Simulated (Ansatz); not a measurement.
# CH3ClOSi, SMILES CO[Si]Cl: a rigid scan of one bond angle

Program: Ansatz 0.2.0, Python API.

Script `ch3closi.py`:
```python
"""Energy of CH3ClOSi against one bond angle."""

import ansatz as az
from ase import Atoms


def main() -> None:
    atoms = Atoms(["C", "O", "Si", "Cl", "H", "H", "H"], positions=[
        [0.4472, 0.6989, 0.1615],
        [0.6282, -0.6435, 0.3586],
        [-0.7026, -1.6624, 0.5121],
        [-1.4222, -1.8243, -1.3451],
        [-0.1056, 0.9159, -0.8229],
        [-0.1794, 1.1955, 0.9713],
        [1.3955, 1.2519, 0.1189],
    ])

    # start the scan from a relaxed geometry
    first = (
        az.Crystal.molecule_from_ase(atoms).calculation()
        .basis(gaussian="def2-SVP")
        .functional("B3LYP")
        .relax(force_tolerance=0.02, max_steps=80)
    )
    atoms.positions = first.run(threads=1).report["positions_ang"]

    rows = []
    for angle in [85, 95, 105, 115, 125, 140, 160]:
        bent = atoms.copy()
        bent.set_angle(0, 1, 2, angle, indices=[2, 3])
        base = az.Crystal.molecule_from_ase(bent).calculation().basis(gaussian="def2-SVP").functional("B3LYP")
        rows.append((angle, base.run(threads=1).report["free_energy_ev"]))
    floor = min(e for _, e in rows)
    for angle, e in rows:
        print(f"angle C0-O1-Si2 = {angle:3d} deg   {1000 * (e - floor):9.1f} meV")


if __name__ == "__main__":
    main()
```

```console
$ python ch3closi.py
angle C0-O1-Si2 =  85 deg     12281.1 meV
angle C0-O1-Si2 =  95 deg      5457.2 meV
angle C0-O1-Si2 = 105 deg      2060.4 meV
angle C0-O1-Si2 = 115 deg       646.2 meV
angle C0-O1-Si2 = 125 deg       135.9 meV
angle C0-O1-Si2 = 140 deg         0.0 meV
angle C0-O1-Si2 = 160 deg       130.9 meV
```

Notes:
- The scan is rigid, and the energies are electronic, in a modest basis. The zero is the lowest point of the grid, which needn't be the minimum.
- b3lyp holds the VWN-RPA fit, as in Gaussian; the form of ORCA and Turbomole is b3lyp5.
- Run time: 51 s on 1 thread of Arm Neoverse V2, with other jobs on the host, peak memory 0.22 GiB.
